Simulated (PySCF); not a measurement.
**WOH₃: doublet, from a see-saw (ligand arrangement 1) start**

Aim: relax WOH₃ as a doublet from a see-saw (ligand arrangement 1) start, check by its vibrations whether the end is a minimum, and collect its spectrum and constants.

Method: PBE0, basis W def2-TZVP with ECP60, O def2-TZVP, H def2-TZVP, scalar-relativistic core potentials, no spin–orbit coupling, density fitting; program: PySCF 2.14.0.

**1. The system as given**

5 atoms, charge 0, spin multiplicity 2.

Bond lengths: W1–O2 1.770 Å, W1–H3 1.690 Å, W1–H4 1.690 Å, W1–H5 1.690 Å. Angles: O2–W1–H3 86.9°, O2–W1–H4 86.9°, O2–W1–H5 104.0°, H3–W1–H4 170.0°, H3–W1–H5 86.9°, H4–W1–H5 86.9°.

Z-matrix (Å, degrees; charge 0 multiplicity 2):
```
W
O  1 1.7700
H  1 1.6900 2 86.92
H  1 1.6900 2 86.92 3 172.11
H  1 1.6900 2 104.00 3 86.06
```

**2. The SCF at the typed geometry**

The steps below are one call of a driver around PySCF. For each, scf.py gives the equivalent set-up of the SCF; relaxations use the driver's own optimiser. After this first run the driver tries any further starts and a stability analysis.

The input, scf.py:

```python
from pyscf import gto, scf, dft
mol = gto.M(atom='''
W      0.000000     0.000000     0.000000
O     -1.394800     0.000000     1.089700
H      0.000000     1.683600     0.147300
H     -0.000000    -1.683600     0.147300
H      1.331700     0.000000     1.040500''',
    basis={'W': 'def2-TZVP', 'O': 'def2-TZVP', 'H': 'def2-TZVP'},
    ecp={'W': 'def2-TZVP'},
    charge=0, spin=1)
mf = dft.UKS(mol, xc='PBE0')
mf.grids.atom_grid = (50, 194)
aux = {'W': 'def2-universal-JKFIT', 'O': 'def2-universal-JKFIT', 'H': 'def2-universal-JKFIT'}
mf = mf.density_fit(auxbasis=aux)
mf.conv_tol = 1e-08
mf.diis_space = 10
mf.max_cycle = 60
mf.init_guess = 'minao'
mf.verbose = 4
mf.kernel()
```

Launch:

```
OMP_NUM_THREADS=4 python axn.py task.json out
```

Further steps of the session: Relaxation: see-saw (ligand arrangement 1) start, doublet; Vibrations and properties at this point.

Q: Predict the outcome of this session. Wanted: minimum; geometry; wavenumbers; dipole moment; highest occupied, lowest empty level; polar-tensor charge of W1; zero-point energy; atomisation energy; ⟨S²⟩.

**Answer**, as computed:

| quantity | value |
| --- | --- |
| minimum | doublet, Cs |
| geometry | W–H 1.686 Å, W–H 1.740 Å (×2), W–O 1.673 Å; H–W–H 100.7° (×2), H–W–H 124.3°, H–W–O 96.1°, H–W–O 114.0° (×2) |
| wavenumbers (cm⁻¹) | 42 (a''), 461 (a'), 518 (a''), 709 (a'), 780 (a'), 1084 (a'), 1911 (a''), 1942 (a'), 2081 (a') |
| dipole moment | 2.08 D |
| highest occupied, lowest empty level (either spin) | -6.87, -3.22 eV |
| polar-tensor charge of W1 | +1.33 e |
| zero-point energy | 57.0 kJ/mol |
| entropy at 298.15 K | 299.8 J/(mol K) |
| atomisation energy (no zero-point energy) | 1571 kJ/mol |
| ⟨S²⟩ | 0.758 |

**Reading.** The see-saw (ligand arrangement 1) start keeps its Cs symmetry and ends in a minimum. The strongest infrared band lies at 1911 cm⁻¹ (a'', stretch). Most of the spin sits on W1 (Mulliken spin 1.18, against 1 for the whole molecule). Only this shape and spin were tried, so other structures or states may lie lower. Open d and f shells are described by one determinant, and the ground state may have another occupation or spin. With an element this heavy the missing spin–orbit coupling can shift these numbers.
